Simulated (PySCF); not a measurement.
**SnH3Br (SMILES [Br][SnH3]): levels of theory compared**

Aim: a comparison of 3 runs (HF/def2-SVPD, M06-2X/def2-TZVP, CCSD/def2-TZVP) of SnH3Br. Input form: a Python script.

The results are computed with PySCF 2.14.0.

### 1 The structure to begin with

SnH3Br has 5 atoms, charge 0, and is taken as a singlet. SMILES: `[Br][SnH3]`. The shape is that of a PBE0-D4/def2-TZVP optimisation.

Bond lengths: Br1–Sn2 2.483 Å, Sn2–H3 1.700 Å, Sn2–H4 1.700 Å, Sn2–H5 1.700 Å. Angles: Br1–Sn2–H3 106.4°, Br1–Sn2–H4 106.4°, Br1–Sn2–H5 106.4°, H3–Sn2–H4 112.4°, H3–Sn2–H5 112.4°, H4–Sn2–H5 112.4°.

### 2 Energy and forces at HF/def2-SVPD (core potential) (run 1)

Contents of calc.py:

```python
from pyscf import gto, scf

mol = gto.M(
    atom='''
Br    -3.975984     0.384181     1.516316
Sn     0.385315    -0.065573    -0.156091
H      0.292530     0.927478    -3.210267
H      1.136103    -3.179464     0.094297
H      2.256144     1.794106     1.677699
''',
    verbose=4,
    basis='def2-svpd',
    unit='bohr',
    ecp={'Sn': 'def2-svp'},
    max_memory=1860,
)

myscf = scf.RHF(mol)
myscf.conv_tol = 1e-10
myscf.kernel()
if not myscf.converged:
    myscf = myscf.newton().run(myscf.mo_coeff, myscf.mo_occ)

e_tot = myscf.e_tot
print('Final energy', e_tot)
grad = myscf.nuc_grad_method().kernel()
dip = myscf.dip_moment()
pop, q = myscf.mulliken_pop()
```

On the command line:

```bash
$ OMP_NUM_THREADS=1 python calc.py
```

Output:

```text
PySCF version 2.14.0

[INPUT] num. atoms = 5
[INPUT] num. electrons = 60
[INPUT] charge = 0
[INPUT] spin (= nelec alpha-beta = 2S) = 0
[INPUT] symmetry False subgroup None
[INPUT] Mole.unit = bohr
[INPUT] Symbol           X                Y                Z      unit          X                Y                Z       unit  Magmom
[INPUT]  1 Br    -2.104000123783   0.203299830068   0.802399871753 AA   -3.975984000000   0.384181000000   1.516316000000 Bohr   0.0
[INPUT]  2 Sn     0.203899917026  -0.034699737252  -0.082599800030 AA    0.385315000000  -0.065573000000  -0.156091000000 Bohr   0.0
[INPUT]  3 H      0.154800209510   0.490800221230  -1.698800137369 AA    0.292530000000   0.927478000000  -3.210267000000 Bohr   0.0
[INPUT]  4 H      0.601199816858  -1.682499891741   0.049899823458 AA    1.136103000000  -3.179464000000   0.094297000000 Bohr   0.0
[INPUT]  5 H      1.193899989354   0.949400009175   0.887800077583 AA    2.256144000000   1.794106000000   1.677699000000 Bohr   0.0

[... 48 lines left out ...]
converged SCF energy = -2787.22054005436
Final energy -2787.220540054359
[... 11 lines left out ...]
Dipole moment(X, Y, Z, Debye):  2.44711, -0.25207, -0.93815
[... 64 lines left out ...]
pop of  1 Sn 5dxy         0.08162
pop of  1 Sn 5dyz         0.07258
pop of  1 Sn 5dz^2        0.09559
pop of  1 Sn 5dxz         0.07979
pop of  1 Sn 5dx2-y2      0.09107
pop of  1 Sn 6dxy         0.00271
pop of  1 Sn 6dyz         0.00437
pop of  1 Sn 6dz^2        0.00432
pop of  1 Sn 6dxz         0.00042
pop of  1 Sn 6dx2-y2      0.00014
pop of  2 H 1s            0.68266
pop of  2 H 2s            0.43574
pop of  2 H 2px           0.00048
pop of  2 H 2py           0.00146
pop of  2 H 2pz           0.00836
pop of  2 H 3px           0.00163
pop of  2 H 3py           0.00156
pop of  2 H 3pz           0.01812
pop of  3 H 1s            0.68266
pop of  3 H 2s            0.43573
pop of  3 H 2px           0.00092
pop of  3 H 2py           0.00872
pop of  3 H 2pz           0.00066
pop of  3 H 3px           0.00593
pop of  3 H 3py           0.01482
pop of  3 H 3pz           0.00056
pop of  4 H 1s            0.68270
pop of  4 H 2s            0.43566
pop of  4 H 2px           0.00335
pop of  4 H 2py           0.00352
pop of  4 H 2pz           0.00344
pop of  4 H 3px           0.01454
pop of  4 H 3py           0.00444
pop of  4 H 3pz           0.00233
 ** Mulliken atomic charges  **
charge of    0Br =     -0.59007
charge of    1Sn =      1.04006
charge of    2H =     -0.15001
charge of    3H =     -0.15001
charge of    4H =     -0.14998
```

It took 15 s on 1 thread of Intel Xeon at 2.70GHz, shared host; peak memory 0.2 GiB.

### 3 Energy and forces at M06-2X/def2-TZVP (core potential) (run 2)

Contents of run.py:

```python
# [Br][SnH3]
import pyscf.grad
from pyscf import gto, dft

system = gto.M(
    atom='''
Br      -2.104000       0.203300       0.802400
Sn       0.203900      -0.034700      -0.082600
H        0.154800       0.490800      -1.698800
H        0.601200      -1.682500       0.049900
H        1.193900       0.949400       0.887800
''',
    ecp={'Sn': 'def2-svp'},
    spin=0,
    verbose=4,
    basis='def2-tzvp',
    max_memory=1860,
)

mf = dft.RKS(system)
mf.xc = 'm06-2x'
mf.grids.level = 5
mf.conv_tol = 1e-10
mf.kernel()
if not mf.converged:
    mf = mf.newton().run(mf.mo_coeff, mf.mo_occ)

energy = mf.e_tot
print(f'total energy: {energy:.8f} hartree')
grad = mf.Gradients().kernel()
dip = mf.dip_moment()
pop, q = mf.mulliken_pop()
```

On the command line:

```bash
$ OMP_NUM_THREADS=1 python run.py
```

Output:

```text
PySCF version 2.14.0

[INPUT] num. atoms = 5
[INPUT] num. electrons = 60
[INPUT] charge = 0
[INPUT] spin (= nelec alpha-beta = 2S) = 0
[INPUT] symmetry False subgroup None
[INPUT] Mole.unit = angstrom
[INPUT] Symbol           X                Y                Z      unit          X                Y                Z       unit  Magmom
[INPUT]  1 Br    -2.104000000000   0.203300000000   0.802400000000 AA   -3.975983766085   0.384181321124   1.516316242351 Bohr   0.0
[INPUT]  2 Sn     0.203900000000  -0.034700000000  -0.082600000000 AA    0.385315156799  -0.065573496522  -0.156091377889 Bohr   0.0
[INPUT]  3 H      0.154800000000   0.490800000000  -1.698800000000 AA    0.292529604083   0.927477581937  -3.210266740411 Bohr   0.0
[INPUT]  4 H      0.601200000000  -1.682500000000   0.049900000000 AA    1.136103346089  -3.179464204581   0.094297333616 Bohr   0.0
[INPUT]  5 H      1.193900000000   0.949400000000   0.887800000000 AA    2.256144020118   1.794105982662   1.677698853389 Bohr   0.0

[... 63 lines left out ...]
converged SCF energy = -2790.24317780297
total energy: -2790.24317780 hartree
[... 12 lines left out ...]
Dipole moment(X, Y, Z, Debye):  2.29504, -0.23640, -0.87985
[... 83 lines left out ...]
pop of  1 Sn 6dxz         0.03659
pop of  1 Sn 6dx2-y2      0.03455
pop of  1 Sn 4f-3         0.00753
pop of  1 Sn 4f-2         0.00661
pop of  1 Sn 4f-1         0.00426
pop of  1 Sn 4f+0         0.00443
pop of  1 Sn 4f+1         0.00541
pop of  1 Sn 4f+2         0.00406
pop of  1 Sn 4f+3         0.00466
pop of  1 Sn 5f-3         0.00045
pop of  1 Sn 5f-2         0.00061
pop of  1 Sn 5f-1         0.00049
pop of  1 Sn 5f+0         0.00045
pop of  1 Sn 5f+1         0.00021
pop of  1 Sn 5f+2         0.00027
pop of  1 Sn 5f+3         0.00037
pop of  2 H 1s            0.23172
pop of  2 H 2s            0.54104
pop of  2 H 3s            0.24522
pop of  2 H 2px           0.00058
pop of  2 H 2py           0.00129
pop of  2 H 2pz           0.00589
pop of  3 H 1s            0.23172
pop of  3 H 2s            0.54104
pop of  3 H 3s            0.24522
pop of  3 H 2px           0.00088
pop of  3 H 2py           0.00614
pop of  3 H 2pz           0.00075
pop of  4 H 1s            0.23174
pop of  4 H 2s            0.54105
pop of  4 H 3s            0.24520
pop of  4 H 2px           0.00249
pop of  4 H 2py           0.00267
pop of  4 H 2pz           0.00261
 ** Mulliken atomic charges  **
charge of    0Br =     -0.38630
charge of    1Sn =      0.46358
charge of    2H =     -0.02576
charge of    3H =     -0.02576
charge of    4H =     -0.02576
```

Wall time 62 s (1 thread of Intel Xeon at 2.70GHz, shared host); peak memory 1.2 GiB.

### 4 The energy at CCSD/def2-TZVP (core potential) (run 3)

Contents of run.py:

```python
from pyscf import gto, scf, cc

system = gto.M(
    atom='''
Br      -2.104000       0.203300       0.802400
Sn       0.203900      -0.034700      -0.082600
H        0.154800       0.490800      -1.698800
H        0.601200      -1.682500       0.049900
H        1.193900       0.949400       0.887800
''',
    max_memory=1860,
    basis='def2-tzvp',
    charge=0,
    spin=0,
    ecp={'Sn': 'def2-svp'},
    verbose=3,
)

myscf = scf.RHF(system)
myscf.conv_tol = 1e-10
myscf.kernel()
if not myscf.converged:
    myscf = myscf.newton().run(myscf.mo_coeff, myscf.mo_occ)

mycc = cc.CCSD(myscf, frozen=13)
mycc.kernel()
energy = mycc.e_tot
print('Final energy', energy)
dip = myscf.dip_moment()
pop, q = myscf.mulliken_pop()
```

On the command line:

```bash
$ OMP_NUM_THREADS=1 python run.py
```

Output:

```text
converged SCF energy = -2787.54386622441
[... 1 line left out ...]
Final energy -2788.1572389061416
Dipole moment(X, Y, Z, Debye):  2.40503, -0.24773, -0.92200
[... 83 lines left out ...]
pop of  1 Sn 6dxz         0.03485
pop of  1 Sn 6dx2-y2      0.03644
pop of  1 Sn 4f-3         0.00736
pop of  1 Sn 4f-2         0.00660
pop of  1 Sn 4f-1         0.00454
pop of  1 Sn 4f+0         0.00474
pop of  1 Sn 4f+1         0.00510
pop of  1 Sn 4f+2         0.00394
pop of  1 Sn 4f+3         0.00479
pop of  1 Sn 5f-3         0.00045
pop of  1 Sn 5f-2         0.00060
pop of  1 Sn 5f-1         0.00050
pop of  1 Sn 5f+0         0.00046
pop of  1 Sn 5f+1         0.00021
pop of  1 Sn 5f+2         0.00028
pop of  1 Sn 5f+3         0.00039
pop of  2 H 1s            0.21801
pop of  2 H 2s            0.57542
pop of  2 H 3s            0.25375
pop of  2 H 2px           0.00049
pop of  2 H 2py           0.00131
pop of  2 H 2pz           0.00715
pop of  3 H 1s            0.21802
pop of  3 H 2s            0.57542
pop of  3 H 3s            0.25375
pop of  3 H 2px           0.00086
pop of  3 H 2py           0.00745
pop of  3 H 2pz           0.00064
pop of  4 H 1s            0.21803
pop of  4 H 2s            0.57544
pop of  4 H 3s            0.25371
pop of  4 H 2px           0.00290
pop of  4 H 2py           0.00306
pop of  4 H 2pz           0.00299
 ** Mulliken atomic charges  **
charge of    0Br =     -0.44151
charge of    1Sn =      0.60992
charge of    2H =     -0.05614
charge of    3H =     -0.05614
charge of    4H =     -0.05613
```

Run time: 54 s. Hardware: 1 thread of Intel Xeon at 2.70GHz, shared host; peak memory 1 GiB.

### 5 All runs side by side

| run | level | integration grid | task | energy (Eh) | dipole moment (D) of the reference | HOMO energy (eV) | LUMO energy (eV) | wall time |
| --- | --- | --- | --- | --- | --- | --- | --- | --- |
| 1 | HF/def2-SVPD (core potential) | – | gradient | -2787.220540 | 2.63 | -11.08 | 1.38 | 15 s |
| 2 | M06-2X/def2-TZVP (core potential) | 5 | gradient | -2790.243178 | 2.47 | -9.35 | -0.22 | 62 s |
| 3 | CCSD/def2-TZVP (core potential) | – | energy | -2788.157239 | 2.59 | -11.07 | 1.76 | 54 s |

### 6 What came out

| quantity | value |
| --- | --- |
| run 3: total energy | -2788.15724 Eh |
| run 3: dipole moment (Hartree–Fock density) | 2.59 D |
| run 3: HOMO energy (Hartree–Fock orbitals) | -11.07 eV |
| run 3: LUMO energy (Hartree–Fock orbitals) | 1.76 eV |
| run 3: HOMO–LUMO gap (Hartree–Fock orbitals) | 12.83 eV |
| run 3: correlation energy (13 core orbitals frozen) | -613.4 mEh |
| run 3: T1 diagnostic | 0.011 |

All runs together took 2.2 min, the longest 62 s.
